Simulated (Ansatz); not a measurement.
# InSe2: the cost of one run

Method: DFT r2SCAN, scalar-relativistic, plane waves, PAW, in Ansatz 0.2.0.

### Step 1. The structure to begin with

It takes space group P4_2/mnm (No. 136, tetragonal). The conventional cell has a = 6.162 Å, b = 6.162 Å, c = 3.969 Å, α = 90.00°, β = 90.00°, γ = 90.00°. In (site symmetry mmm) is surrounded by 6 Se at 2.61 to 2.67 Å. Around Se (site symmetry m2m) lie 3 In at 2.61 to 2.67 Å.

As a file:

```xyz
6
Lattice="6.1622 0.0000 0.0000 0.0000 6.1622 0.0000 0.0000 0.0000 3.9691" Properties=species:S:1:pos:R:3 pbc="T T T"
In    0.0000    0.0000    0.0000
In    3.0811    3.0811    1.9845
Se    1.8856    1.8856    0.0000
Se    1.1955    4.9667    1.9845
Se    4.2766    4.2766    0.0000
Se    4.9667    1.1955    1.9845
```

This is candidate A: rutile type (P4_2/mnm, No. 136).

(A quick probe on a coarse mesh, which set the mesh and smearing, is not shown.)

### Step 3. Rough relaxation on the coarse mesh (candidate A)

Input file input.yaml:

```yaml
crystal:
  lattice:
    - [6.1621803235, 0.0, 0.0]
    - [0.0, 6.1621803235, 0.0]
    - [0.0, 0.0, 3.9690665166]
  atoms:
    - { symbol: In, position: [0.0, 0.0, 0.0] }
    - { symbol: In, position: [0.5, 0.5, 0.5] }
    - { symbol: Se, position: [0.306, 0.306, 0.0] }
    - { symbol: Se, position: [0.194, 0.806, 0.5] }
    - { symbol: Se, position: [0.694, 0.694, 0.0] }
    - { symbol: Se, position: [0.806, 0.194, 0.5] }
basis:
  ecutwfc: 500
kpoints:
  mp_grid: { grid: [4, 4, 4] }
hamiltonian:
  xc: r2scan
scf:
  occupations: { method: gaussian, width: 0.1 }
  lower_state_search: "off"
output:
  forces: true
  stress: true
  eigenvalues: true
relax:
  adjacent_minimum: "off"
  f_tol: 0.04
  max_steps: 70
  cell: { stress_tol: 0.4 }
```

Launch:

```bash
$ ansatz run input.yaml --threads 1 --pin off --max-ram 3072MiB --backend cpu --events-out ev --progress --plain --runs-dir out
```

Q: Estimate wall time and peak memory on 1 thread of Arm Neoverse V2, shared host.

About 2.1 min, with a peak of 0.78 GiB.
